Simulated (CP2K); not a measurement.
# One shape, several levels: CH5BO2 (SMILES OBCO)

Aim: a comparison of 3 runs (GFN2-xTB, PM3, GFN1-xTB) of CH5BO2. 

The results are computed with CP2K 2026.2.

1 further run of the same task is left out (set aside as unsound or not needed).

## Step 1: The system as given

The species is CH5BO2 (9 atoms), meant as a singlet with charge 0. SMILES: `OBCO`. Geometry: relaxed at GFN2-xTB. This is one conformer, not always the lowest.

Bond lengths: O1–B2 1.330 Å, B2–C3 1.593 Å, C3–O4 1.425 Å, O1–H5 0.958 Å, B2–H6 1.184 Å, C3–H7 1.103 Å, C3–H8 1.093 Å, O4–H9 0.962 Å. Some angles: O1–B2–C3 117.2°, B2–C3–O4 116.1°, O1–B2–H6 122.3°, C3–B2–H6 120.5°, B2–O1–H5 118.1°, B2–C3–H7 109.5°, B2–C3–H8 111.1°, O4–C3–H7 108.9°, O4–C3–H8 105.1°, C3–O4–H9 108.7°.

## Step 2: Energy and gradient at GFN2-xTB (run 1)

Contents of run.py:

```python
import numpy as np
from ase import Atoms
from ase.calculators.cp2k import CP2K

atoms = Atoms(['O', 'B', 'C', 'O', 'H', 'H', 'H', 'H', 'H'],
              positions=[(-0.100640, 0.844370, -1.648120),
                         (-0.086800, 0.672180, -0.329100),
                         (0.206260, -0.797820, 0.209380),
                         (0.347830, -0.931790, 1.620890),
                         (-0.288220, 1.720440, -1.986120),
                         (-0.306570, 1.556340, 0.427610),
                         (-0.587210, -1.481340, -0.136450),
                         (1.136790, -1.191720, -0.208270),
                         (-0.321440, -0.390670, 2.050170)])
atoms.set_cell([13.7, 15.2, 16.0])
atoms.center()
cp2k_input = """
&FORCE_EVAL
 METHOD QS
 &DFT
  CHARGE 0
  MULTIPLICITY 1
  &QS
   METHOD XTB
   EPS_DEFAULT 1.0E-10
   &XTB
    GFN_TYPE TBLITE
    &TBLITE
     METHOD GFN2
    &END TBLITE
    CHECK_ATOMIC_CHARGES F
   &END XTB
  &END QS
  &POISSON
   PERIODIC NONE
   POISSON_SOLVER ANALYTIC
  &END POISSON
  &SCF
   SCF_GUESS ATOMIC
   EPS_SCF 1.0E-07
   MAX_SCF 150
   ADDED_MOS 8
   &DIAGONALIZATION
    ALGORITHM STANDARD
   &END DIAGONALIZATION
   &MIXING
    METHOD DIRECT_P_MIXING
    ALPHA 0.4
   &END MIXING
   &SMEAR ON
    METHOD FERMI_DIRAC
    ELECTRONIC_TEMPERATURE [K] 300
   &END SMEAR
  &END SCF
  &PRINT
   &MOMENTS
    PERIODIC F
    REFERENCE COM
    MAX_MOMENT 1
   &END MOMENTS
   &MO ON
    ENERGIES T
    OCCUPATION_NUMBERS T
    NDIGITS 6
    &EACH
     QS_SCF 0
    &END EACH
    ADD_LAST NUMERIC
   &END MO
   &HIRSHFELD OFF
   &END HIRSHFELD
  &END PRINT
 &END DFT
 &SUBSYS
 &END SUBSYS
&END FORCE_EVAL
"""
calc = CP2K(command="cp2k.psmp -s", label="gas", inp=cp2k_input, basis_set=None, basis_set_file=None, potential_file=None, pseudo_potential=None, xc=None, cutoff=None, max_scf=None, charge=None, uks=False,
            force_eval_method=None, print_level="LOW", poisson_solver=None, stress_tensor=False)
atoms.calc = calc
print("E / eV:", round(atoms.get_potential_energy(), 6))
forces = atoms.get_forces()
print(np.array2string(forces, precision=5, suppress_small=True))
print("largest force / (eV/A): %.4f" % np.linalg.norm(forces, axis=1).max())
```

Launch:

```bash
OMP_NUM_THREADS=1 python run.py
```

The program printed:

```text
E / eV: -382.997784
[[ 0.00201 -0.00088  0.0002 ]
 [-0.00021  0.00359 -0.00003]
 [-0.00028 -0.00253  0.00001]
 [ 0.00243  0.00012 -0.00295]
 [ 0.00199  0.00058  0.00032]
 [-0.00407 -0.00243 -0.00148]
 [-0.00077  0.00071  0.00125]
 [-0.00167  0.00023 -0.0008 ]
 [ 0.00057  0.00062  0.00348]]
largest force / (eV/A): 0.0050
```

gas.out:

```text
CP2K| version string:                                       CP2K version 2026.2
 CP2K| Input file name                                                   gas.inp

[... 85 lines left out ...]
  Step     Update method      Time    Convergence         Total energy    Change
[... 24 lines left out ...]
  Self-consistent dispersion energy:                           -0.00310385645643
[... 6 lines left out ...]
  Total energy (extrapolated to T->0):                        -14.07491018534194
[... 5 lines left out ...]
 TB_DIPOLE| Derivative [a.u.]       0.00000000       0.00000000       0.00000000
[... 39 lines left out ...]
 -------------------------------------------------------------------------------
```

Run time: 1.2 s. Hardware: 1 thread of Arm Neoverse N1, shared host; peak memory 0.14 GiB.

## Step 3: Energy and forces at PM3 (run 2)

Contents of qs.inp:

```
&GLOBAL
 PROJECT qs
 RUN_TYPE ENERGY_FORCE
 PRINT_LEVEL MEDIUM
&END GLOBAL

&FORCE_EVAL
 METHOD QUICKSTEP
 &DFT
  &QS
   METHOD PM3
   EPS_DEFAULT 1.0E-10
   &SE
    &COULOMB
     CUTOFF [angstrom] 50
     RC_RANGE [angstrom] 0
    &END COULOMB
    &EXCHANGE
     CUTOFF [angstrom] 50
     RC_RANGE [angstrom] 0
    &END EXCHANGE
   &END SE
  &END QS
  &POISSON
   PERIODIC NONE
   POISSON_SOLVER ANALYTIC
  &END POISSON
  &SCF
   SCF_GUESS ATOMIC
   EPS_SCF 1.0E-07
   MAX_SCF 100
   MAX_DIIS 8
   &DIAGONALIZATION
    ALGORITHM STANDARD
   &END DIAGONALIZATION
   &MIXING
    METHOD DIRECT_P_MIXING
    ALPHA 0.4
   &END MIXING
  &END SCF
  &PRINT
   &MOMENTS
    PERIODIC F
    REFERENCE COM
    MAX_MOMENT 1
   &END MOMENTS
   &MO ON
    ENERGIES T
    OCCUPATION_NUMBERS T
    NDIGITS 6
    &EACH
     QS_SCF 0
    &END EACH
    ADD_LAST NUMERIC
   &END MO
   &HIRSHFELD OFF
   &END HIRSHFELD
  &END PRINT
 &END DFT
 # atoms, cell and kinds
 &SUBSYS
  # vacuum box
  &CELL
   ABC 17.7 19.2 20
   PERIODIC NONE
  &END CELL
  &COORD
   O      8.474570    10.324820     8.319855
   B      8.488410    10.152630     9.638875
   C      8.781470     8.682630    10.177355
   O      8.923040     8.548660    11.588865
   H      8.286990    11.200890     7.981855
   H      8.268640    11.036790    10.395585
   H      7.988000     7.999110     9.831525
   H      9.712000     8.288730     9.759705
   H      8.253770     9.089780    12.018145
  &END COORD
 &END SUBSYS
 &PRINT
  &FORCES ON
  &END FORCES
 &END PRINT
&END FORCE_EVAL
```

Launch:

```bash
OMP_NUM_THREADS=1 cp2k.psmp qs.inp > qs.out
```

The program printed:

```text
CP2K| version string:                                       CP2K version 2026.2
[...]
 GLOBAL| Method name                                                        CP2K
[...]
 GLOBAL| Run type                                                   ENERGY_FORCE
[...]
                             - Atoms:                                          9
[...]
                             - Spherical basis functions:                     21
[...]
 Number of electrons:                                                         24
[...]
     1 P_Mix/Diag. 0.40E+00    0.0     0.77670802       -25.0602176927 -2.51E+01
[...]
    20 DIIS/Diag.  0.60E-07    0.0     0.00000006       -30.9616533455  4.26E-14
  *** SCF run converged in    20 steps ***
  Core-core repulsion energy [eV]:                           1449.52934852125873
  Core Hamiltonian energy [eV]:                             -1350.62255623314059
  Two-electron integral energy [eV]:                        -1882.83245261361731
  Electronic energy [eV]:                                   -2292.03878253994935
  Total energy [eV]:                                         -842.50943401869051
  Atomic reference energy [eV]:                               837.14799452528871
  Heat of formation [kcal/mol]:                              -123.63774168122110
[...]
 SE_DIPOLE| Moment [Debye]          1.25769206      -2.02413897       0.97374746
 SE_DIPOLE| Derivative [a.u.]       0.00000000       0.00000000       0.00000000
 ENERGY| Total FORCE_EVAL ( QS ) energy [hartree]            -30.961653345524297
[...]
```

Wall time 0.4 s (1 thread of Arm Neoverse N1, shared host); peak memory 0.14 GiB.

## Step 4: Energy and gradient at GFN1-xTB (run 3)

Contents of run.inp:

```
&GLOBAL
 PROJECT_NAME run
 RUN_TYPE ENERGY_FORCE
 PRINT_LEVEL MEDIUM
&END

&FORCE_EVAL
 METHOD QUICKSTEP
 &DFT
  &QS
   METHOD XTB
   EPS_DEFAULT 1.0E-10
   &XTB
    GFN_TYPE TBLITE
    &TBLITE
     METHOD GFN1
    &END
    CHECK_ATOMIC_CHARGES F
   &END
  &END
  ! no periodic images
  &POISSON
   PERIODIC NONE
   POISSON_SOLVER ANALYTIC
  &END
  ! SCF settings
  &SCF
   SCF_GUESS ATOMIC
   EPS_SCF 1.0E-06
   MAX_SCF 86
   ADDED_MOS 8
   &DIAGONALIZATION
    ALGORITHM STANDARD
   &END
   &MIXING
    METHOD DIRECT_P_MIXING
    ALPHA 0.05
   &END
   &SMEAR ON
    METHOD FERMI_DIRAC
    ELECTRONIC_TEMPERATURE [K] 300
   &END
  &END
  ! extra output
  &PRINT
   &MOMENTS
    PERIODIC F
    REFERENCE COM
    MAX_MOMENT 1
   &END
   &MO ON
    ENERGIES T
    OCCUPATION_NUMBERS T
    NDIGITS 6
    &EACH
     QS_SCF 0
    &END
    ADD_LAST NUMERIC
   &END
   &HIRSHFELD OFF
   &END
  &END
 &END
 &SUBSYS
  ! box in angstrom
  &CELL
   ABC 17.7 19.2 20
   PERIODIC NONE
  &END
  &COORD
   O     -0.100640     0.844370    -1.648120
   B     -0.086800     0.672180    -0.329100
   C      0.206260    -0.797820     0.209380
   O      0.347830    -0.931790     1.620890
   H     -0.288220     1.720440    -1.986120
   H     -0.306570     1.556340     0.427610
   H     -0.587210    -1.481340    -0.136450
   H      1.136790    -1.191720    -0.208270
   H     -0.321440    -0.390670     2.050170
  &END
  &TOPOLOGY
   &CENTER_COORDINATES
   &END
  &END
 &END
 ! extra output
 &PRINT
  &FORCES ON
  &END
 &END
&END
```

Launch:

```bash
OMP_NUM_THREADS=1 cp2k.psmp -i run.inp -o run.out
```

The program printed:

```text
CP2K| version string:                                       CP2K version 2026.2
[...]
 GLOBAL| Method name                                                        CP2K
[...]
 GLOBAL| Run type                                                   ENERGY_FORCE
[...]
                             - Atoms:                                          9
[...]
                             - Spherical basis functions:                     26
[...]
 Number of electrons:                                                         24
[...]
  *** SCF run converged in    12 steps ***
[...]
  Fermi energy:                                                -0.25512854806006
[...]
 ENERGY| Total FORCE_EVAL ( QS ) energy [hartree]            -15.638903516062639
 FORCES| Atomic forces [hartree/bohr]
 FORCES|   Atom     x               y               z               |f|
 FORCES|      1 -7.80319545E-05  4.46265818E-04 -1.49175475E-02   1.49244251E-02
 FORCES|      2  3.05819708E-03 -1.43464634E-02  1.82582077E-02   2.34208397E-02
 FORCES|      3  1.02120129E-03 -1.15562067E-03 -4.98683903E-04   1.62080129E-03
 FORCES|      4 -1.01481044E-03  4.15999946E-03 -2.36606782E-03   4.89220938E-03
 FORCES|      5 -4.40767434E-04  2.61806972E-03 -1.93131485E-03   3.28306899E-03
 FORCES|      6 -1.43979883E-03  6.56884717E-03  3.52727086E-03   7.59370881E-03
 FORCES|      7 -1.72326490E-03  1.39551401E-04 -2.04568308E-03   2.67842039E-03
 FORCES|      8  2.19279172E-03  4.26794785E-04 -3.54978301E-03   4.19421611E-03
 FORCES|      9 -1.57551652E-03  1.14255571E-03  3.52360153E-03   4.02535136E-03
 FORCES| Sum     1.67400815E-16  8.32667268E-17 -1.19695920E-16
 FORCES| Total atomic force                                       2.21998860E-16
[...]
```

Run time: 0.4 s. Hardware: 1 thread of Arm Neoverse N1, shared host; peak memory 0.14 GiB.

## Step 5: Overview of the runs

```
run     level  iteration cap              cell  energy (Eh)  dipole moment (D)  HOMO energy (eV)  LUMO energy (eV)  wall time
  1  GFN2-xTB            150  (13.7, 15.2, 16)   -14.074910               2.61            -10.55             -5.60      1.2 s
  2       PM3            100  (17.7, 19.2, 20)   -30.961653               2.57            -10.52                 –      0.4 s
  3  GFN1-xTB             86  (17.7, 19.2, 20)   -15.638904               2.91            -11.67             -6.05      0.4 s
```

## Step 6: Summary of results

| quantity | value |
| --- | --- |
| run 3: total energy | -15.63890 Eh |
| run 3: dipole moment (from atomic charges alone) | 2.91 D |
| run 3: HOMO energy | -11.67 eV |
| run 3: LUMO energy | -6.05 eV |
| run 3: HOMO–LUMO gap | 5.62 eV |
| run 3: largest force on an atom | 1.204 eV/Å |

What this shows: The dipole moment (its size) runs from 2.57 D (PM3) to 2.91 D (GFN1-xTB). Some of these are taken from atomic charges alone. Force-field and semi-empirical energies have zeros of their own, so their totals don't compare. All runs together took 2 s, the longest 1.2 s.
